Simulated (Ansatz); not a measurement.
# CuHO+ (quartet): from Hartree-Fock to the top rungs, def2-TZVPP

An exercise on one series of results from a longer session: the logs are not shown, and one member is left open.

Program: Ansatz 0.2.0, Gaussian basis. Level of theory: def2-TZVPP, core rule «outside noble gas», up to 10 orbitals frozen. These are calculated values, not measurements.

To be run: UHF; ROHF; CCSD(T) on UHF.

## The system

The geometry is a PBE0/def2-TZVP stationary point (not a proven minimum) of the parent state, kept for this charge and spin.

3 atoms, charge 1, spin multiplicity 4.

Atoms are counted from 1 here; the program's logs count them from 0.

Bond lengths: Cu1–O2 1.807 Å, O2–H3 0.976 Å. Angles: Cu1–O2–H3 124.7°.

The first run:

Contents of in.yaml:

```yaml
crystal:
  periodic: [false, false, false]
  atoms:
    - {symbol: Cu, position_ang: [0.000000, 0.015158, 0.388300]}
    - {symbol: O, position_ang: [0.000000, -0.102005, -1.414914]}
    - {symbol: H, position_ang: [0.000000, 0.663520, -2.021070]}
basis:
  gaussian: {orbitals: def2-TZVPP}
total_charge: 1
magnetization: {spin_polarized: true, initial_magnetization: 3}
hamiltonian: {xc: hf}
output: {orbitals: {seedname: orbitals}}
```

Run with:

```sh
ansatz run in.yaml --threads 1 --pin off --events-out ev --progress --plain --max-ram 4096MiB --backend cpu
```

Steps of the session up to this table: UHF; ROHF; CCSD(T) on UHF.

One table of the session follows, with a row left open; its other results are not shown here.

| method | from UCCSD(T) (meV) |
| --- | --- |
| ROHF | ? |
| UHF | +15443.8 |
| UMP2 | +184.7 |
| UCCSD | +426.5 |
| UCCSD(T) | 0 |

**Question.** Estimate the row for ROHF.

The run gave: from UCCSD(T) (meV): +15685.2. In the column «from UCCSD(T) (meV)» it is the highest.
